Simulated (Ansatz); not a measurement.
## TaWC2 in Ansatz: the effect of functional

The system is TaWC2.

```xyz
4
Lattice="1.5925 0.9195 5.1688 -1.5925 0.9195 5.1688 0.0000 -1.8389 5.1688" Properties=species:S:1:pos:R:3 pbc="T T T"
W     0.0000    0.0000    0.0000
Ta    0.0000    0.0000    7.7531
C     0.0000    0.0000    3.8910
C     0.0000    0.0000   11.6152
```

The cell comes from a database or a generator and needn't be the stable form of this composition.

The cell isn't the ideal one: volume scaled by 1.04.

Alike in all runs:

* Program: Ansatz 0.2.0
* Task: single point
* Potentials or basis: Ansatz PAW
* k mesh: 10 × 10 × 10
* Occupations: fermi-dirac, width 0.05 eV
* Spin: no spin polarisation

Q: One run gave: pressure -14.6 GPa; largest force 0.05 eV/Å. Which functional did it use?
A. PBE
B. LDA
C. r2SCAN

A: A.

```tsv
functional	cutoff	pressure (GPa)	largest force (eV/Å)
LDA	420 eV (not typed: the program's choice for these potentials)	-27.7	0.07
r2SCAN	500 eV (not typed: the program's choice for these potentials)	-18.1	0.02
PBE	420 eV (not typed: the program's choice for these potentials)	-14.6	0.05
```

Caveats: the PAW data sets come from PBE, with cores solved anew for the run's functional, which leaves a small shift of forces and pressure (some runs).
